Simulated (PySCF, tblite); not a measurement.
**C6H10O2SSi: geometry, infrared bands and NMR shifts**

Aim: predict the infrared bands and NMR shifts of C6H10O2SSi (`C=C1C[C@H](C(=O)O[SiH2]C)S1`).

The runs use tblite 0.8.0 and PySCF 2.14.0, with density-fitted response routines of our own; the level of theory stands in each step. All values are computed, except where a source is named. Atoms are numbered from 0 throughout.

## (1) The molecule as given

20 atoms, charge 0, multiplicity 1; geometry from: force field or distance geometry start.

Bonds of the start (Å): C0–C1 1.35, C1–C2 1.49, C2–C3 1.51, C3–C4 1.47, C4–O5 1.26, C4–O6 1.41, O6–Si7 1.74, Si7–C8 1.89, C3–S9 1.82, S9–C1 1.80, C0–H10 1.08, C0–H11 1.10, C2–H12 1.09, C2–H13 1.12, C3–H14 1.12, Si7–H15 1.46, Si7–H16 1.47, C8–H17 1.10, C8–H18 1.10, C8–H19 1.13.

## (2) Relaxing the molecule with GFN2-xTB

What the job is given:

```
{"job": {"kind": "relax", "xc": "GFN2-xTB", "basis": "xTB"}, "charge": 0, "multiplicity": 1}
C      4.203300    -0.624400     0.278500
C      3.077300     0.117100     0.279200
C      1.924100     0.339400    -0.637500
C      1.073400     0.154600     0.599700
C     -0.318000     0.623600     0.545800
O     -0.801400     1.509900     1.304000
O     -1.128900     0.046000    -0.454000
Si    -2.788600     0.523400    -0.635900
C     -3.792900    -0.979100    -0.093000
S      2.263400     1.276600     1.393200
H      4.404500    -1.255600    -0.580600
H      4.875600    -0.577400     1.144200
H      1.837900    -0.424400    -1.404800
H      1.951100     1.396200    -1.001200
H      1.199800    -0.880300     1.011300
H     -3.110600     1.668500     0.216700
H     -3.057800     0.864200    -2.037300
H     -4.766400    -0.633300     0.282200
H     -3.864700    -1.673100    -0.940100
H     -3.186300    -1.461200     0.726500
```

On the command line:

```bash
OMP_NUM_THREADS=1 python probes_run.py task.json out
```

This one command runs all jobs of the session in turn.

**Question.** This job is followed by: GFN2-xTB harmonic vibrations, gas phase; GIAO PBE0/pcSseg-1 NMR shielding, non-relativistic, gas phase. Predict these results of the whole session: strongest single infrared mode (GFN2-xTB); zero-point energy (GFN2-xTB); 13C shifts against TMS (PBE0/pcSseg-1); 1H shifts against TMS (PBE0/pcSseg-1, means over atoms taken as alike); 17O shifts against H2O (PBE0/pcSseg-1); 29Si shifts against TMS (PBE0/pcSseg-1); 33S shifts against CS2 (PBE0/pcSseg-1).

**Answer**, as computed:

| quantity | value |
| --- | --- |
| strongest single infrared mode (GFN2-xTB) | 1178 cm⁻¹, 496 km/mol |
| zero-point energy (GFN2-xTB) | 90.2 kcal/mol |
| 13C shifts against TMS (PBE0/pcSseg-1) | 179.1, 151.7, 111.7, 38.8, 38.6, -4.4 ppm |
| 1H shifts against TMS (PBE0/pcSseg-1, means over atoms taken as alike) | 5.44, 5.14, 5.13, 5.07, 4.20, 3.95, 3.26, 0.31 ppm |
| 17O shifts against H2O (PBE0/pcSseg-1) | 443.2, 193.5 ppm |
| 29Si shifts against TMS (PBE0/pcSseg-1) | -14.5 ppm |
| 33S shifts against CS2 (PBE0/pcSseg-1) | 204 ppm |

**Reading.** Relaxing lowered the energy by 1.822 eV in 283 steps; the close pair that moved most is C4–O6, from 1.411 to 1.318 Å. No mode is imaginary among the 54: a minimum at this level. The strongest single mode, at 1178 cm⁻¹, is carried by C4, O6, H14. Unscaled tight-binding wavenumbers are off by several per cent, some by more. Its intensities can rank the bands wrongly. At PBE0/pcSseg-1: Shielding is most anisotropic at O5 (span 646 ppm, paramagnetic term -510 ppm).
